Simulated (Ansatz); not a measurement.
# Hf2Pd2Se2Br2O3 (P6mm) in Ansatz: a series of runs

Aim: see how the results for Hf2Pd2Se2Br2O3 move with the level of theory and the settings. Levels: PBE, RPBE, revPBE. Tasks: single point, band structure.

All numbers are computed with Ansatz 0.2.0; they aren't measurements. Logs are shortened: lines on timing, memory, paths and dates and some standing lists are left out, and cuts for length are marked.

## (1) The crystal as given

Symmetry: P6mm, No. 183, hexagonal system. The conventional cell has a = 5.759 Å, b = 5.759 Å, c = 8.525 Å, α = 90.00°, β = 90.00°, γ = 120.00°. Hf (site symmetry 3m) is surrounded by 3 O at 1.92 Å. Pd (site symmetry 3m) has 1 Se at 2.33 Å as nearest neighbours. Around Se (site symmetry 3m) lie 1 Pd at 2.33 Å and 1 Hf at 2.67 Å. Br (site symmetry 6mm) is surrounded by 6 Pd at 3.33 Å and 6 O at 3.80 Å. Br (site symmetry 6mm) has 6 O at 3.46 Å and 6 Hf at 3.46 Å and 6 Se at 3.74 Å as nearest neighbours. Around O (site symmetry 2mm) lie 2 Hf at 1.92 Å.

The cell was built by a generator and needn't be a form met in nature.

## (2) Single point, PBE, 20.93 Å³/atom (volume scaled by 0.94)

Input file input.yaml:

```yaml
crystal:
  lattice:
    - [5.6414266042, 0.0, 0.0]
    - [-2.8207084042, 4.8856171462, 0.0]
    - [0.0, 0.0, 8.3514319823]
  atoms:
    - { symbol: Hf, position: [0.33333, 0.66667, 0.54201] }
    - { symbol: Hf, position: [0.66667, 0.33333, 0.54201] }
    - { symbol: Pd, position: [0.33333, 0.66667, 0.1288] }
    - { symbol: Pd, position: [0.66667, 0.33333, 0.1288] }
    - { symbol: Se, position: [0.33333, 0.66667, 0.85572] }
    - { symbol: Se, position: [0.66667, 0.33333, 0.85572] }
    - { symbol: Br, position: [0.0, 0.0, 0.13895] }
    - { symbol: Br, position: [0.0, 0.0, 0.65384] }
    - { symbol: O, position: [0.5, 0.0, 0.42963] }
    - { symbol: O, position: [0.0, 0.5, 0.42963] }
    - { symbol: O, position: [0.5, 0.5, 0.42963] }
kpoints:
  mp_grid: { grid: [4, 4, 2] }
scf:
  occupations: { method: fermi_dirac, width: 0.05 }
hamiltonian:
  xc: pbe
  pseudopotentials: { kind: all_electron, lapw: { basis_error: 0.003 } }
output:
  forces: true
  stress: true
  eigenvalues: true
```

Potentials or basis: all-electron LAPW, scalar-relativistic.

Command:

```console
ansatz run input.yaml --threads 8 --pin off --max-ram 24576MiB --backend cpu --events-out ev --progress --plain --runs-dir out
```

The program printed:

```text
Warning: the atoms were moved onto the symmetric positions of the space group found under crystal.symmetry.tolerance 1.0e-5 (fractional; no operation is sought that the atoms, as they stand in a round, miss by more than twice it, and no atom is moved by as much as it), and the run uses the moved positions. Before a round's move an operation carried an atom to 5.64e-5 Å from where it should land, the largest such distance. Atom 0 (counting from 0) moved farthest, by 3.26e-5 Å; the longest move in fractions of the cell, of whichever atom, is 0.47 of the tolerance, in 1 round. To run the atoms as typed, lower crystal.symmetry.tolerance until the operations that they miss are no longer found, or set crystal.symmetry.detect: false (a key that needs symmetry detection or time reversal refuses this as the deck is read). The positions used, in the order of the run's atom list: position: [0.3333333333333333, 0.6666666666666666, 0.54201]; position: [0.6666666666666666, 0.3333333333333333, 0.54201]; position: [0.3333333333333333, 0.6666666666666666, 0.1288]; position: [0.6666666666666666, 0.3333333333333333, 0.1288]; position: [0.3333333333333333, 0.6666666666666666, 0.85572]; position: [0.6666666666666666, 0.3333333333333333, 0.85572]; position: [0.0, 0.0, 0.13895]; position: [0.0, 0.0, 0.65384]; position: [0.5, 0.0, 0.42963]; position: [0.0, 0.5, 0.42963]; position: [0.5, 0.5, 0.42963]; The lattice was moved too: crystal.lattice, of which some number shows no typed digit to judge by, misses the space group found at crystal.symmetry.tolerance 1.0e-5 by more than rounding, which is why this is a warning: the operation that it misses by the most changes a squared length by the fraction 2.01e-6, and from 1e-6 on that is taken for a strain and not for rounding. The run uses the lattice that is a stretch of the typed one, with no rotation, onto the one that keeps every operation to a double's rounding (on a very oblique basis the stretch itself rounds by more); the deck's lattice vector that moved farthest moved by 2.98e-6 Å. To run the lattice as typed, set crystal.symmetry.tolerance under 4.32e-7, the least fraction by which an operation that the lattice misses changes a squared length (the same key also sets how far an atom may lie from its image, so lowering it can lose operations that the atoms keep only within it), or set crystal.symmetry.detect: false, as for the atoms. crystal.lattice made exact, in Å and degrees: [[5.641425676616807, -2.827803883438492e-6, 0.0], [-2.820710389358403, 4.885619363413912, 0.0], [0.0, 0.0, 8.3514319823]]. Pasted over the deck's crystal.lattice, beside positions in fractional coordinates, it runs the same cell (given as lengths and angles, that cell in the form's own orientation, a rigid turn of the misfit's size from the one run here, for which a checkpoint.post_process_only pass over this run's state can be refused: where this run relaxes nothing, give such a pass this deck's own crystal.lattice, as typed; behind a relaxation, as crystal.lattice, the state's own cell, identity.cell in its checkpoint.json), and a matrix so pasted ends this notice, except on a very skew basis of the lattice, where the rounding of the pasted numbers themselves can read as a misfit: the cell is then moved again, and that move is told again. The lattice as run is in this notice's lattice.as_run_ang field (Run.prep()["deck_notices"] in Python, the deck_notice line of an events file, deck_notices of ansatz run --dry-run=json, or deck_notices in record.json in the deck's checkpoint.write directory).
Warning: RAYON_NUM_THREADS=8 ignored (pool sized by the plan → 8); use --threads N
[... 82 lines left out ...]
  k-point 1: bands = ["-504.1715", "-504.1715", "-503.9866", "-503.9866", "-503.9866", "-503.9866", "-496.7315", "-496.7315", "-496.0002", "-496.0002", "-496.0002", "-363.4563", "-363.4563", "-363.4563", "-363.4563", "-363.4561", "-363.4561", "-313.7658", "-313.7658", "-313.6983", "-313.6983", "-313.6983", "-313.6983", "-313.5813", "-313.5813", "-313.5813", "-313.5813", "-221.6777", "-221.2161", "-198.3760", "-198.3760", "-191.3333", "-191.3333", "-191.3333", "-191.3333", "-191.3288", "-191.3288", "-191.3176", "-191.3176", "-191.3176", "-191.3176", "-157.1270", "-157.1270", "-157.0258", "-156.6813", "-156.6813", "-156.5300", "-137.8657", "-137.8657", "-137.8657", "-137.8657", "-137.7965", "-137.7965", "-73.5160", "-73.5138", "-52.0367", "-52.0056", "-50.4397", "-50.4397", "-50.3630", "-50.3630", "-50.3376", "-49.9952", "-49.9952", "-49.8835", "-49.8835", "-49.8458", "-39.6589", "-39.6555", "-39.1175", "-39.1175", "-39.0971", "-39.0971", "-38.0777", "-38.0777", "-38.0760", "-38.0760", "-38.0336", "-38.0336", "-38.0329", "-38.0329", "-38.0252", "-38.0235", "-21.3866", "-21.3866", "-21.0812", "-20.8900", "-20.8233", "-20.8233", "-8.6777", "-8.1167", "-8.1167", "-4.5050", "-3.7321", "-3.3870", "-2.3903", "-1.9413", "-1.9413", "-1.9124", "-1.8906", "-1.8894", "-1.8894", "-1.8824", "-1.8602", "-1.8602", "-1.8468", "-1.8274", "-1.8061", "-1.8029", "-1.8029", "4.2427", "4.4960", "4.6463", "4.6463", "4.9125", "4.9125", "5.1447", "5.7481", "5.7481", "6.1660", "6.1660", "6.4761", "6.9253", "6.9253", "7.4397", "7.4397", "7.4685", "7.8569", "7.9858", "8.0231", "8.0231", "8.4933", "8.4933", "8.6409", "8.6409", "8.6967", "9.8866", "9.8866", "9.9944", "10.3537", "10.3537", "11.6192", "11.6192", "11.8968", "13.5915", "14.0727", "14.8880", "14.8880", "15.2793", "15.4868", "15.4868", "15.6397", "15.6397", "15.9215", "16.5811", "16.5811", "17.9444", "18.2518", "18.9830", "18.9830", "19.7215", "19.9625", "19.9625", "20.0473", "20.0473", "20.8078", "20.8078"]
  k-point 2: bands = ["-504.1715", "-504.1715", "-503.9866", "-503.9866", "-503.9866", "-503.9866", "-496.7315", "-496.7315", "-496.0002", "-496.0002", "-496.0002", "-363.4563", "-363.4563", "-363.4563", "-363.4563", "-363.4561", "-363.4561", "-313.7658", "-313.7658", "-313.6983", "-313.6983", "-313.6983", "-313.6983", "-313.5813", "-313.5813", "-313.5813", "-313.5813", "-221.6777", "-221.2161", "-198.3760", "-198.3760", "-191.3333", "-191.3333", "-191.3333", "-191.3333", "-191.3288", "-191.3288", "-191.3176", "-191.3176", "-191.3176", "-191.3176", "-157.1270", "-157.1270", "-157.0258", "-156.6813", "-156.6813", "-156.5300", "-137.8657", "-137.8657", "-137.8657", "-137.8657", "-137.7965", "-137.7965", "-73.5157", "-73.5141", "-52.0328", "-52.0096", "-50.4397", "-50.4397", "-50.3630", "-50.3630", "-50.3376", "-49.9952", "-49.9952", "-49.8835", "-49.8835", "-49.8458", "-39.6585", "-39.6559", "-39.1181", "-39.1152", "-39.0994", "-39.0965", "-38.0779", "-38.0776", "-38.0760", "-38.0757", "-38.0336", "-38.0335", "-38.0329", "-38.0328", "-38.0250", "-38.0237", "-21.3960", "-21.3357", "-21.0869", "-20.9012", "-20.8630", "-20.8126", "-8.5938", "-8.1794", "-8.1205", "-4.4726", "-3.6852", "-3.3487", "-2.5665", "-1.9424", "-1.9372", "-1.9170", "-1.9046", "-1.8903", "-1.8788", "-1.8760", "-1.8625", "-1.8591", "-1.8553", "-1.8425", "-1.8080", "-1.8064", "-1.8003", "4.1767", "4.6477", "4.7176", "4.7212", "4.8986", "4.9116", "5.3178", "5.5749", "5.6636", "6.0048", "6.2381", "6.2825", "6.9549", "7.1868", "7.2697", "7.2820", "7.3950", "7.6250", "8.0462", "8.1203", "8.3829", "8.5278", "8.6853", "8.7011", "8.8216", "9.0552", "9.3458", "9.5637", "9.8486", "9.8833", "10.2927", "11.8897", "12.1715", "12.2976", "13.2806", "14.1202", "14.6585", "14.6851", "15.4246", "15.4597", "15.6332", "16.1011", "16.1162", "16.4156", "16.6852", "17.4156", "17.5400", "17.9124", "18.2831", "18.5163", "18.7512", "19.8352", "19.8440", "20.3016", "20.3656", "20.6578", "20.7303"]
  k-point 7: bands = ["-504.1715", "-504.1715", "-503.9866", "-503.9866", "-503.9866", "-503.9866", "-496.7315", "-496.7315", "-496.0002", "-496.0002", "-496.0002", "-363.4563", "-363.4563", "-363.4563", "-363.4563", "-363.4561", "-363.4561", "-313.7658", "-313.7658", "-313.6983", "-313.6983", "-313.6983", "-313.6983", "-313.5813", "-313.5813", "-313.5813", "-313.5813", "-221.6777", "-221.2161", "-198.3760", "-198.3760", "-191.3333", "-191.3333", "-191.3333", "-191.3333", "-191.3288", "-191.3288", "-191.3176", "-191.3176", "-191.3176", "-191.3176", "-157.1270", "-157.1270", "-157.0258", "-156.6813", "-156.6813", "-156.5300", "-137.8657", "-137.8657", "-137.8657", "-137.8657", "-137.7965", "-137.7965", "-73.5152", "-73.5145", "-52.0264", "-52.0160", "-50.4397", "-50.4397", "-50.3630", "-50.3630", "-50.3376", "-49.9952", "-49.9952", "-49.8835", "-49.8835", "-49.8458", "-39.6578", "-39.6566", "-39.1190", "-39.1110", "-39.1036", "-39.0956", "-38.0783", "-38.0773", "-38.0764", "-38.0753", "-38.0336", "-38.0333", "-38.0331", "-38.0328", "-38.0246", "-38.0240", "-21.4102", "-21.2480", "-21.1220", "-20.9154", "-20.9073", "-20.7969", "-8.4654", "-8.2831", "-8.1265", "-4.4368", "-3.6571", "-3.2002", "-2.8247", "-1.9435", "-1.9357", "-1.9280", "-1.8924", "-1.8915", "-1.8763", "-1.8709", "-1.8682", "-1.8632", "-1.8564", "-1.8529", "-1.8177", "-1.7992", "-1.7976", "4.2287", "4.2356", "4.3720", "4.7521", "4.8163", "4.9396", "5.6214", "5.7214", "5.7310", "6.1079", "6.2784", "6.5366", "6.6333", "6.9044", "7.2460", "7.4641", "7.7355", "7.7927", "8.0754", "8.1077", "8.2828", "8.3261", "8.6259", "8.6816", "8.9467", "9.2093", "9.3020", "9.5920", "9.7888", "9.9882", "10.5869", "11.9041", "13.0424", "13.1059", "13.8613", "13.8934", "13.9620", "14.0901", "14.4639", "14.9716", "15.5718", "15.6830", "15.8763", "15.9663", "16.7816", "17.1451", "17.5524", "18.4950", "18.5624", "18.7800", "18.9921", "19.0872", "19.6638", "19.9873", "20.5740", "20.6005", "20.7276"]
```

Run time: 69 s. Hardware: 8 threads of Intel Xeon Platinum 8375C at 2.90GHz (Ice Lake), shared host; peak memory 4 GiB.

What came out:

* Free energy: -1375365.2717 eV
* Pressure: 5.4 GPa
* Largest force: 1.246 eV/Å
* Band gap on the k mesh: none (metal or under the smearing width)

Caveat: the k mesh is coarse (spacing up to 0.38 Å⁻¹), so the values aren't converged; the k mesh is thin for a metal, which can move the energy by tens of meV per atom; forces of over 1 eV/Å show positions far from the minimum, so gaps and moduli don't describe the material at rest.

## (3) Single point, PBE, 21.37 Å³/atom (volume scaled by 0.96)

input.yaml: that of step 2 with these lines changed.

```diff
@@ -2,5 +2,5 @@
   lattice:
-    - [5.6414266042, 0.0, 0.0]
-    - [-2.8207084042, 4.8856171462, 0.0]
-    - [0.0, 0.0, 8.3514319823]
+    - [5.6811562696, 0.0, 0.0]
+    - [-2.8405732024, 4.9200240344, 0.0]
+    - [0.0, 0.0, 8.4102468213]
   atoms:
```

Potentials or basis: all-electron LAPW, scalar-relativistic.

Command:

```console
ansatz run input.yaml --threads 8 --pin off --max-ram 24576MiB --backend cpu --events-out ev --progress --plain --runs-dir out
```

It took 65 s on 8 threads of Intel Xeon Platinum 8375C at 2.90GHz (Ice Lake), shared host; peak memory 4 GiB.

The run converged. Its results:

```yaml
Free_energy: -1375365.4051 eV
Pressure: 3.4 GPa
Largest_force: 0.764 eV/Å
Band_gap_on_the_k_mesh: none (metal or under the smearing width)
```

Caveat: the k mesh is coarse (spacing up to 0.37 Å⁻¹), so the values aren't converged; the k mesh is thin for a metal, which can move the energy by tens of meV per atom.

## (4) Single point, PBE, 21.82 Å³/atom (volume scaled by 0.98)

input.yaml: that of step 3 with these lines changed.

```diff
@@ -2,5 +2,5 @@
   lattice:
-    - [5.6811562696, 0.0, 0.0]
-    - [-2.8405732024, 4.9200240344, 0.0]
-    - [0.0, 0.0, 8.4102468213]
+    - [5.7203378958, 0.0, 0.0]
+    - [-2.8601639815, 4.9539563069, 0.0]
+    - [0.0, 0.0, 8.4682503565]
   atoms:
```

Command:

```console
ansatz run input.yaml --threads 8 --pin off --max-ram 24576MiB --backend cpu --events-out ev --progress --plain --runs-dir out
```

It took 58 s on 8 threads of Intel Xeon Platinum 8375C at 2.90GHz (Ice Lake), shared host; peak memory 4 GiB.

It converged, with:

```yaml
Free_energy: -1375365.4796 eV
Pressure: 1.5 GPa
Largest_force: 0.339 eV/Å
Band_gap_on_the_k_mesh: none (metal or under the smearing width)
```

Caveat: the k mesh is coarse (spacing up to 0.37 Å⁻¹), so the values aren't converged; the k mesh is thin for a metal, which can move the energy by tens of meV per atom.

## (5) Single point, PBE, 22.26 Å³/atom

input.yaml: that of step 4 with these lines changed.

```diff
@@ -2,5 +2,5 @@
   lattice:
-    - [5.7203378958, 0.0, 0.0]
-    - [-2.8601639815, 4.9539563069, 0.0]
-    - [0.0, 0.0, 8.4682503565]
+    - [5.75899, 0.0, 0.0]
+    - [-2.87949, 4.98743, 0.0]
+    - [0.0, 0.0, 8.52547]
   atoms:
```

Command:

```console
ansatz run input.yaml --threads 8 --pin off --max-ram 24576MiB --backend cpu --events-out ev --progress --plain --runs-dir out
```

Wall time 57 s (8 threads of Intel Xeon Platinum 8375C at 2.90GHz (Ice Lake), shared host); peak memory 4 GiB.

Results (log left out):

```yaml
Free_energy: -1375365.5016 eV
Pressure: -0.1 GPa
Largest_force: 0.096 eV/Å
Band_gap_on_the_k_mesh: none (metal or under the smearing width)
```

Caveat: the k mesh is coarse (spacing up to 0.37 Å⁻¹), so the values aren't converged; the k mesh is thin for a metal, which can move the energy by tens of meV per atom.

## (6) Single point, PBE, 22.71 Å³/atom (volume scaled by 1.02)

input.yaml: that of step 5 with these lines changed.

```diff
@@ -2,5 +2,5 @@
   lattice:
-    - [5.75899, 0.0, 0.0]
-    - [-2.87949, 4.98743, 0.0]
-    - [0.0, 0.0, 8.52547]
+    - [5.7971301181, 0.0, 0.0]
+    - [-2.898560026, 5.0204603003, 0.0]
+    - [0.0, 0.0, 8.5819317117]
   atoms:
```

Potentials or basis: all-electron LAPW, scalar-relativistic.

Command:

```console
ansatz run input.yaml --threads 8 --pin off --max-ram 24576MiB --backend cpu --events-out ev --progress --plain --runs-dir out
```

Run time: 54 s. Hardware: 8 threads of Intel Xeon Platinum 8375C at 2.90GHz (Ice Lake), shared host; peak memory 4 GiB.

The run converged. Its results:

```
Free energy            : -1375365.4759 eV
Pressure               : -1.6 GPa
Largest force          : 0.479 eV/Å
Band gap on the k mesh : none (metal or under the smearing width)
```

Caveat: the k mesh is coarse (spacing up to 0.37 Å⁻¹), so the values aren't converged; the k mesh is thin for a metal, which can move the energy by tens of meV per atom.

## (7) Single point, PBE, 23.15 Å³/atom (volume scaled by 1.04)

input.yaml: that of step 6 with these lines changed.

```diff
@@ -2,5 +2,5 @@
   lattice:
-    - [5.7971301181, 0.0, 0.0]
-    - [-2.898560026, 5.0204603003, 0.0]
-    - [0.0, 0.0, 8.5819317117]
+    - [5.834774875, 0.0, 0.0]
+    - [-2.9173823717, 5.0530616054, 0.0]
+    - [0.0, 0.0, 8.6376601025]
   atoms:
```

Command:

```console
ansatz run input.yaml --threads 8 --pin off --max-ram 24576MiB --backend cpu --events-out ev --progress --plain --runs-dir out
```

It took 54 s on 8 threads of Intel Xeon Platinum 8375C at 2.90GHz (Ice Lake), shared host; peak memory 4 GiB.

Results (log left out):

- Free energy: -1375365.4079 eV
- Pressure: -2.9 GPa
- Largest force: 0.835 eV/Å
- Band gap on the k mesh: none (metal or under the smearing width)

Caveat: the k mesh is coarse (spacing up to 0.36 Å⁻¹), so the values aren't converged; the k mesh is thin for a metal, which can move the energy by tens of meV per atom.

## (8) Single point, PBE, 23.60 Å³/atom (volume scaled by 1.06)

input.yaml: that of step 7 with these lines changed.

```diff
@@ -2,5 +2,5 @@
   lattice:
-    - [5.834774875, 0.0, 0.0]
-    - [-2.9173823717, 5.0530616054, 0.0]
-    - [0.0, 0.0, 8.6376601025]
+    - [5.8719400482, 0.0, 0.0]
+    - [-2.935964926, 5.0852475789, 0.0]
+    - [0.0, 0.0, 8.6926785292]
   atoms:
```

Command:

```console
ansatz run input.yaml --threads 8 --pin off --max-ram 24576MiB --backend cpu --events-out ev --progress --plain --runs-dir out
```

Run time: 73 s. Hardware: 8 threads of Intel Xeon Platinum 8375C at 2.90GHz (Ice Lake), shared host; peak memory 4 GiB.

It converged, with:

| Quantity | Value |
| --- | --- |
| Free energy | -1375365.3017 eV |
| Pressure | -4.0 GPa |
| Largest force | 1.165 eV/Å |
| Band gap on the k mesh | none (metal or under the smearing width) |

Caveat: the k mesh is coarse (spacing up to 0.36 Å⁻¹), so the values aren't converged; the k mesh is thin for a metal, which can move the energy by tens of meV per atom; forces of over 1 eV/Å show positions far from the minimum, so gaps and moduli don't describe the material at rest.

[end of part 1 of 2]
